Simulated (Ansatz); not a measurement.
# Mg3Mn under changes of volume

One of the cells (19.843 Å³/atom); the others are scaled copies at fixed shape and fractional positions:

```
CELL_PARAMETERS angstrom
4.29757 0.00000 0.00000
0.00000 4.29757 0.00000
0.00000 0.00000 4.29757
ATOMIC_POSITIONS crystal
Mn 0.00000 0.00000 0.00000
Mg 0.00000 0.50000 0.50000
Mg 0.50000 0.00000 0.50000
Mg 0.50000 0.50000 0.00000
```

The cell comes from a database or a generator and needn't be the stable form of this composition.

| Item | Value |
| --- | --- |
| Program | Ansatz 0.2.0 |
| Functional | PBE |
| Potentials or basis | Ansatz PAW |
| Cutoff | 420 eV (not typed: the program's choice for these potentials) |
| k mesh | 6 × 6 × 6 |
| Occupations | fermi-dirac, width 0.05 eV |
| Spin | collinear spin, ferromagnetic start |
| Starting moments | [4.0, 0.0, 0.0, 0.0] μB |

```csv
volume (Å³/atom),energy over the lowest point (meV/atom),pressure (GPa),moment (μB per cell)
18.652,8.49,2.8,3.38
19.049,3.12,1.7,3.39
19.446,0.42,0.7,3.43
19.843,0.00,-0.2,3.47
20.240,1.55,-1.0,3.52
20.637,4.93,-1.7,3.57
21.034,?,?,?
```

Question: What does the run at 21.034 Å³/atom give?

Answer: Energy over the lowest point 9.95 meV/atom; pressure -2.3 GPa; moment 3.62 μB per cell.

Worked out: A Birch-Murnaghan fit of order 3 (a polynomial in V^(-2/3)) to the other rows has its minimum at 19.72 Å³/atom with B0 = V·E''(V) = 42 GPa and B' = 5.6. It gives 9.82 meV/atom at 21.034 Å³/atom, against the run's 9.95, and -dE/dV = -2.3 GPa, against -2.3. A parabola through the other rows of the moment, of slope 0.175 μB per Å³/atom there, extrapolates to 3.64 μB, against the run's 3.62.

Energies are extrapolated to zero smearing.
